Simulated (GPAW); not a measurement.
Crystal: LiY3.

```
Y Li
1.0
    -2.36719    2.36719    5.32664
     2.36719   -2.36719    5.32664
     2.36719    2.36719   -5.32664
Y Li
3 1
Direct
  0.50000 0.50000 0.00000
  0.25000 0.75000 0.50000
  0.75000 0.25000 0.50000
  0.00000 0.00000 0.00000
```

The cell comes from a database or a generator and needn't be the stable form of this composition.

Base run:

```yaml
Program: GPAW 26.7.0
Functional: PBE
Potentials_or_basis: GPAW PAW data sets (gpaw-data 1.2.1)
Cutoff: 800 eV
Basis: pw
k_mesh: 6 × 6 × 6
Occupations: fermi-dirac, width 0.05 eV
Spin: no spin polarisation
Hubbard_terms: Y d U = 2 eV
```

Its results: band gap on the k mesh none (metal or under the smearing width); pressure 3.3 GPa.

**Question.** The run is repeated on the same cell with these changes: hubbard terms from Y d U = 2 eV to Y d U = 3 eV. What comes out?

**Answer.** Band gap on the k mesh none (metal or under the smearing width); pressure 5.1 GPa.

Caveats: U without spin polarisation on a metal has little footing; the U is typed as a test and isn't derived for this compound.
